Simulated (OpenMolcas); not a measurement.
# CH4FGeN (SMILES [H]/N=[C](/F)[GeH3]): a chain of runs

We compute the energy (HF/ANO-RCC-MB), then a single-point energy (CASSCF(2,2)/ANO-RCC-VDZP), then the energy along one coordinate (CASPT2(2,2)/ANO-RCC-VDZP), then the energy along one coordinate (SC-NEVPT2(2,2)/ANO-RCC-VDZP), then the energy along one coordinate (MC-PDFT[tPBE](2,2)/ANO-RCC-VDZP) of CH4FGeN. 

The results are computed with OpenMolcas 26.06.

### 1 The system as given

The species is CH4FGeN (8 atoms), meant as a singlet with charge 0. As SMILES, `[H]/N=[C](/F)[GeH3]`. Geometry: relaxed at PBE0-D4/def2-TZVP.

Bond lengths: N1–C2 1.246 Å, C2–F3 1.346 Å, C2–Ge4 1.978 Å, N1–H5 1.016 Å, Ge4–H6 1.532 Å, Ge4–H7 1.534 Å, Ge4–H8 1.532 Å. Angles: N1–C2–F3 117.4°, N1–C2–Ge4 131.1°, F3–C2–Ge4 111.5°, C2–N1–H5 111.2°, C2–Ge4–H6 108.9°, C2–Ge4–H7 106.6°, C2–Ge4–H8 108.9°, H6–Ge4–H7 111.0°, H6–Ge4–H8 110.4°, H7–Ge4–H8 111.0°.

### 2 The energy at HF/ANO-RCC-MB (DKH2) (run 1)

coord.xyz

```xyz
8

N      1.895900     0.222300    -0.348500
C      0.908100     0.027300     0.385600
F      1.137400    -0.127100     1.702400
Ge    -1.019900    -0.103800    -0.035500
H      1.617200     0.325400    -1.319900
H     -1.766200     1.006900     0.710300
H     -1.149700     0.071600    -1.553900
H     -1.530700    -1.479600     0.403700
```

step1.inp

```
* CH4FGeN Hartree-Fock

&GATEWAY
  Coord
  coord.xyz
  Basis
  ANO-RCC-MB
  Group
  NoSym

&SEWARD

&SCF
  PrOrbitals
  0

&LOCALISATION
  Occupied
  Freeze
  Pipek-Mezey

&LOCALISATION
  FileOrb
  $Project.LocOrb
  Virtual
  Pipek-Mezey
```

Launch:

```
$ export MOLCAS_MEM=1860
$ pymolcas step1.inp > step1.log
```

The program printed:

```text
--- Start Module: gateway ---
[...]
--- Stop Module: gateway /rc=_RC_ALL_IS_WELL_ ---
[...]
      Basis functions           37
[...]
       Convergence after  11 Iterations
[...]
::    Total SCF energy                              -2290.9843486425
[...]
      Total spin, S                                     0.0000000000
[...]
      Total electronic charge=   58.000000
      Total            charge=   -0.000000
[...]
      Dipole Moment (debye):
      Origin of the operator (angstrom)=   -0.1561   -0.0547    0.2252
                   X= -2.6026E+00               Y=  5.9924E-02               Z= -2.3365E+00           Total=  3.4981E+00
      Quadrupole Moment (debye*angstrom):
[...]
--- Start Module: localisation ---
[...]
--- Stop Module: localisation /rc=_RC_ALL_IS_WELL_ ---
--- Start Module: localisation ---
[...]
--- Stop Module: localisation /rc=_RC_ALL_IS_WELL_ ---
[...]
```

Wall time 6.9 s (1 thread of Intel Xeon Platinum 8375C at 2.90GHz (Ice Lake), shared host); peak memory 0.39 GiB.

### 3 A single-point energy at CASSCF(2,2)/ANO-RCC-VDZP (DKH2, RICD fitting) (run 2)

coord.xyz is that of step 2.

step2.input

```
&GATEWAY
Coord = coord.xyz
Basis = ANO-RCC-MB
Group = NoSym
&SEWARD
&RASSCF
FileOrb = $CurrDir/step1.LocOrb
Alter = 2
1 26 29
1 30 34
Spin = 1
Nactel = 2 0 0
Inactive = 28
Ras2 = 2
OrbListing = Nothing
>>> COPY $Project.RunFile RUNFIL1
>>> COPY $Project.RasOrb INPORB
&GATEWAY
Coord = coord.xyz
Basis = ANO-RCC-VDZP
Group = NoSym
RICD
&SEWARD
>>> COPY $Project.RunFile RUNFIL2
&EXPBAS
&RASSCF
FileOrb = $Project.ExpOrb
Spin = 1
Nactel = 2 0 0
Inactive = 28
Ras2 = 2
OrbListing = Nothing
```

Launch:

```
$ export MOLCAS_MEM=1860
$ pymolcas step2.input > step2.log
```

The program printed:

```text
--- Start Module: gateway ---
[...]
--- Stop Module: gateway /rc=_RC_ALL_IS_WELL_ ---
[...]
      Basis functions           37
[...]
      Number of active orbitals                  2
[...]
      Spin quantum number                      0.0
[...]
      Active orbitals                            2
[...]
      Number of CSFs                             3
[...]
      Number of root(s) required                 1
[...]
      Convergence after  9 iterations
[...]
      printout of CI-coefficients larger than  0.05 for root  1
      energy=   -2290.998748
      conf/sym  11     Coeff  Weight
             1  20   0.99327 0.98659
             3  02  -0.11580 0.01341
      Natural orbitals and occupation numbers for root  1
      sym 1:   1.973180   0.026820
      ************************************************************************************************************************
      *                                                    Final results                                                     *
[...]
::    RASSCF root number  1 Total energy:  -2290.99874787
[...]
      Basis functions           89
[...]
--- Start Module: expbas ---
[...]
--- Stop Module: expbas /rc=_RC_ALL_IS_WELL_ ---
--- Start Module: rasscf ---
[...]
      Convergence after 12 iterations
[...]
      Natural orbitals and occupation numbers for root  1
      sym 1:   1.976789   0.023211
      ************************************************************************************************************************
      *                                                    Final results                                                     *
[...]
::    RASSCF root number  1 Total energy:  -2291.29020272
[...]
      Total electronic charge=   58.000000
      Total            charge=   -0.000000
[...]
      Dipole Moment (debye):
      Origin of the operator (angstrom)=   -0.1561   -0.0547    0.2252
                   X= -3.0294E+00               Y=  4.7954E-02               Z= -1.9808E+00           Total=  3.6198E+00
      Quadrupole Moment (debye*angstrom):
[...]
--- Stop Module: rasscf /rc=_RC_ALL_IS_WELL_ ---
[...]
```

It took 17 s on 1 thread of Intel Xeon Platinum 8375C at 2.90GHz (Ice Lake), shared host; peak memory 0.39 GiB.

### 4 The energy along one coordinate at CASPT2(2,2)/ANO-RCC-VDZP (DKH2, RICD fitting, ipea shift 0.25 Eh, pt2 variant SS) (run 3)

step3.inp

```
>>> COPY $CurrDir/step2.RasOrb $Project.RasOrb
>>> ForEach K in (1, 2, 3, 4, 5, 6, 7, 8, 9)
&gateway
coord = $CurrDir/point$K.xyz
basis = ANO-RCC-VDZP
group = NoSym
ricd
&seward
&rasscf
fileorb = $Project.RasOrb
spin = 1
nactel = 2 0 0
inactive = 28
ras2 = 2
orblisting = Nothing
&caspt2
imaginary = 0.2
frozen = 12
>>> EndDo
```

Launch:

```
$ export MOLCAS_MEM=1860
$ pymolcas step3.inp > step3.log
```

The program printed:

```text
[...]
      Basis functions           89
[...]
      Number of active orbitals                  2
[...]
      Spin quantum number                      0.0
[...]
      Active orbitals                            2
[...]
      Number of CSFs                             3
[...]
      Number of root(s) required                 1
[...]
      Convergence after 10 iterations
[...]
      Natural orbitals and occupation numbers for root  1
      sym 1:   1.983814   0.016186
      ************************************************************************************************************************
      *                                                    Final results                                                     *
[...]
::    RASSCF root number  1 Total energy:  -2291.28042547
[...]
::    CASPT2 Root  1     Total energy:  -2292.04998704
[...]
      Convergence after 10 iterations
[...]
      Natural orbitals and occupation numbers for root  1
      sym 1:   1.976784   0.023216
      ************************************************************************************************************************
      *                                                    Final results                                                     *
[...]
      Convergence after  9 iterations
[...]
      Natural orbitals and occupation numbers for root  1
      sym 1:   1.760529   0.239471
      ************************************************************************************************************************
      *                                                    Final results                                                     *
[...]
      Convergence after  9 iterations
[...]
      Natural orbitals and occupation numbers for root  1
      sym 1:   1.541438   0.458562
      ************************************************************************************************************************
      *                                                    Final results                                                     *
[...]
      Convergence after  8 iterations
[...]
      Natural orbitals and occupation numbers for root  1
      sym 1:   1.275148   0.724852
      ************************************************************************************************************************
      *                                                    Final results                                                     *
[...]
::    RASSCF root number  1 Total energy:  -2291.16688662
[...]
::    CASPT2 Root  1     Total energy:  -2291.92129816
[...]
      Convergence after  8 iterations
[...]
::    RASSCF root number  1 Total energy:  -2291.16416012
[...]
::    CASPT2 Root  1     Total energy:  -2291.91795384
[...]
```

Wall time 96 s (1 thread of Intel Xeon Platinum 8375C at 2.90GHz (Ice Lake), shared host); peak memory 0.24 GiB.

The scan, from its lowest point:

| H6–Ge4 (Å) | energy (kJ/mol) |
| --- | --- |
| 1.379 | 18.3 |
| 1.532 | 0.0 |
| 1.685 | 20.4 |
| 1.915 | 81.3 |
| 2.221 | 171.4 |
| 2.604 | 261.7 |
| 3.064 | 324.8 |
| 3.677 | 356.1 |
| 4.596 | 364.9 |

### 5 The energy along one coordinate at SC-NEVPT2(2,2)/ANO-RCC-VDZP (DKH2, RICD fitting, pt2 variant SC-NEVPT2) (run 4)

step4.input

```
>>> COPY $CurrDir/step2.RasOrb $Project.RasOrb
>>> ForEach K in (1, 2, 3, 4, 5, 6, 7, 8, 9)

&GATEWAY
  COORD
  $CurrDir/point$K.xyz
  BASIS
  ANO-RCC-VDZP
  GROUP
  NoSym
  RICD

&SEWARD

&RASSCF
  FILEORB
  $Project.RasOrb
  SPIN
  1
  NACTEL
  2 0 0
  INACTIVE
  28
  RAS2
  2
  ORBLISTING
  Nothing

&CASPT2
  SC-NEVPT2
  FROZEN
  12
>>> EndDo
```

Launch:

```
$ export MOLCAS_MEM=1860
$ pymolcas step4.input > step4.log
```

The program printed:

```text
[...]
      Basis functions           89
[...]
      Number of active orbitals                  2
[...]
      Spin quantum number                      0.0
[...]
      Active orbitals                            2
[...]
      Number of CSFs                             3
[...]
      Number of root(s) required                 1
[...]
      Convergence after 10 iterations
[...]
      printout of CI-coefficients larger than  0.05 for root  1
      energy=   -2291.280425
      conf/sym  11     Coeff  Weight
             1  20   0.99595 0.99191
             3  02  -0.08996 0.00809
      Natural orbitals and occupation numbers for root  1
      sym 1:   1.983814   0.016186
      ************************************************************************************************************************
      *                                                    Final results                                                     *
[...]
::    RASSCF root number  1 Total energy:  -2291.28042547
[...]
      E2 (Variational):          -0.7649243556
[...]
::    SC-NEVPT2 Root  1     Total energy:  -2292.04532538
[...]
      Convergence after 10 iterations
[...]
      Natural orbitals and occupation numbers for root  1
      sym 1:   1.976784   0.023216
      ************************************************************************************************************************
      *                                                    Final results                                                     *
[...]
      Convergence after  9 iterations
[...]
      Natural orbitals and occupation numbers for root  1
      sym 1:   1.760529   0.239471
      ************************************************************************************************************************
      *                                                    Final results                                                     *
[...]
      Convergence after  9 iterations
[...]
      Natural orbitals and occupation numbers for root  1
      sym 1:   1.541438   0.458562
      ************************************************************************************************************************
      *                                                    Final results                                                     *
[...]
      Convergence after  8 iterations
[...]
::    RASSCF root number  1 Total energy:  -2291.16688662
[...]
::    SC-NEVPT2 Root  1     Total energy:  -2291.92019105
[...]
      Convergence after  8 iterations
[...]
::    RASSCF root number  1 Total energy:  -2291.16416012
[...]
      E2 (Variational):          -0.7528745573
[...]
      Reference weight:           0.82783
[...]
::    SC-NEVPT2 Root  1     Total energy:  -2291.91703467
[...]
```

Run time: 97 s. Hardware: 1 thread of Intel Xeon Platinum 8375C at 2.90GHz (Ice Lake), shared host; peak memory 0.24 GiB.

The scan, from its lowest point:

| H6–Ge4 (Å) | energy (kJ/mol) |
| --- | --- |
| 1.379 | 20.3 |
| 1.532 | 0.0 |
| 1.685 | 19.0 |
| 1.915 | 78.4 |
| 2.221 | 167.4 |
| 2.604 | 256.7 |
| 3.064 | 318.7 |
| 3.677 | 348.8 |
| 4.596 | 357.1 |

### 6 An energy scan at MC-PDFT[tPBE](2,2)/ANO-RCC-VDZP (DKH2, RICD fitting) (run 5)

step5.inp

```
* CH4FGeN MC-PDFT
>>> COPY $CurrDir/step2.RasOrb $Project.RasOrb
>>> ForEach K in (1, 2, 3, 4, 5, 6, 7, 8, 9)

&GATEWAY
 Coord=$CurrDir/point$K.xyz
 Basis=ANO-RCC-VDZP
 Group=NoSym
 RICD

&SEWARD

&RASSCF
 FileOrb=$Project.RasOrb
 Spin=1
 Nactel=2 0 0
 Inactive=28
 Ras2=2
 OrbListing=Nothing

&MCPDFT
 KSDFT=T:PBE
>>> EndDo
```

Launch:

```
$ export MOLCAS_MEM=1860
$ pymolcas step5.inp > step5.log
```

The program printed:

```text
--- Start Module: gateway ---
[...]
      Basis functions           89
[...]
      Number of active orbitals                  2
[...]
      Spin quantum number                      0.0
[...]
      Active orbitals                            2
[...]
      Number of CSFs                             3
[...]
      Number of root(s) required                 1
[...]
      Convergence after 10 iterations
[...]
      printout of CI-coefficients larger than  0.05 for root  1
      energy=   -2291.280425
      conf/sym  11     Coeff  Weight
             1  20   0.99595 0.99191
             3  02  -0.08996 0.00809
      Natural orbitals and occupation numbers for root  1
      sym 1:   1.983814   0.016186
      ************************************************************************************************************************
      *                                                    Final results                                                     *
[...]
::    RASSCF root number  1 Total energy:  -2291.28042547
[...]
::    MCPDFT root number  1 Total energy:  -2293.47508152
[...]
      Convergence after 10 iterations
[...]
      Natural orbitals and occupation numbers for root  1
      sym 1:   1.976784   0.023216
      ************************************************************************************************************************
      *                                                    Final results                                                     *
[...]
      Convergence after  9 iterations
[...]
      Natural orbitals and occupation numbers for root  1
      sym 1:   1.760529   0.239471
      ************************************************************************************************************************
      *                                                    Final results                                                     *
[...]
      Convergence after  9 iterations
[...]
      Natural orbitals and occupation numbers for root  1
      sym 1:   1.541438   0.458562
      ************************************************************************************************************************
      *                                                    Final results                                                     *
[...]
      Convergence after  8 iterations
[...]
::    RASSCF root number  1 Total energy:  -2291.16688662
[...]
::    MCPDFT root number  1 Total energy:  -2293.34796219
[...]
      Convergence after  8 iterations
[...]
::    RASSCF root number  1 Total energy:  -2291.16416012
[...]
      Total electronic charge=   58.000000
      Total            charge=   -0.000000
[...]
::    MCPDFT root number  1 Total energy:  -2293.34540268
[...]
```

Run time: 1.7 min. Hardware: 1 thread of Intel Xeon Platinum 8375C at 2.90GHz (Ice Lake), shared host; peak memory 0.24 GiB.

The scan, from its lowest point:

| H6–Ge4 (Å) | energy (kJ/mol) |
| --- | --- |
| 1.379 | 23.0 |
| 1.532 | 0.0 |
| 1.685 | 15.5 |
| 1.915 | 70.7 |
| 2.221 | 158.2 |
| 2.604 | 252.3 |
| 3.064 | 322.8 |
| 3.677 | 356.8 |
| 4.596 | 363.5 |

### 7 Summary of results

| quantity | value |
| --- | --- |
| run 1, HF/ANO-RCC-MB: total energy | -2290.98435 Eh |
| run 1, HF/ANO-RCC-MB: dipole moment | 3.50 D |
| run 1, HF/ANO-RCC-MB: HOMO energy | -12.20 eV |
| run 1, HF/ANO-RCC-MB: LUMO energy | 4.12 eV |
| run 1, HF/ANO-RCC-MB: HOMO–LUMO gap | 16.32 eV |
| run 2, CASSCF(2,2)/ANO-RCC-VDZP: total energy | -2291.29020 Eh |
| run 2, CASSCF(2,2)/ANO-RCC-VDZP: dipole moment (CASSCF density) | 3.62 D |
| run 3, CASPT2(2,2)/ANO-RCC-VDZP: lowest energy of the scan | -2292.05695 Eh |
| run 4, SC-NEVPT2(2,2)/ANO-RCC-VDZP: lowest energy of the scan | -2292.05304 Eh |
| run 5, MC-PDFT[tPBE](2,2)/ANO-RCC-VDZP: lowest energy of the scan | -2293.48385 Eh |

In words: Mulliken charges (run 1, HF/ANO-RCC-MB) run from -0.37 on N1 to +0.32 on Ge4; they depend strongly on the basis. Mulliken charges (run 2, CASSCF(2,2)/ANO-RCC-VDZP) run from -0.30 on F3 to +1.04 on Ge4; they depend strongly on the basis.
